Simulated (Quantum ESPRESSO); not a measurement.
# In3Se under changes of volume

One of the cells (28.267 Å³/atom); the others are scaled copies at fixed shape and fractional positions:

```
In Se
1.0
     4.83557    0.00000    0.00000
     0.00000    4.83557    0.00000
     0.00000    0.00000    4.83557
In Se
3 1
Direct
  0.50000 0.50000 0.00000
  0.50000 0.00000 0.50000
  0.00000 0.50000 0.50000
  0.00000 0.00000 0.00000
```

The cell comes from a database or a generator and needn't be the stable form of this composition.

```yaml
Program: Quantum ESPRESSO 7.5
Functional: r2SCAN
Potentials_or_basis: SG15 PBE 1.2
Cutoff: 952 eV
Density_cutoff: 3810 eV
k_mesh: 5 × 5 × 5
Occupations: fermi-dirac, width 0.05 eV
Spin: no spin polarisation
```

| volume (Å³/atom) | energy over the lowest point (meV/atom) | pressure (GPa) |
| --- | --- | --- |
| 26.050 | 1.76 | 0.8 |
| 26.604 | 0.00 | 0.0 |
| 27.713 | ? | ? |
| 28.267 | 9.46 | -2.0 |
| 28.822 | 16.80 | -2.5 |
| 29.376 | 25.85 | -3.0 |

**Question.** What does the run at 27.713 Å³/atom give?

**Answer.** Energy over the lowest point 4.08 meV/atom; pressure -1.4 GPa.

Worked out: A Birch-Murnaghan fit of order 3 (a polynomial in V^(-2/3)) to the other rows has its minimum at 26.69 Å³/atom with B0 = V·E''(V) = 36 GPa and B' = 3.9. It gives 4.09 meV/atom at 27.713 Å³/atom, against the run's 4.08, and -dE/dV = -1.3 GPa, against -1.4.

Energies are extrapolated to zero smearing.

Caveats: the potentials were made for another functional, which shifts forces and pressure.
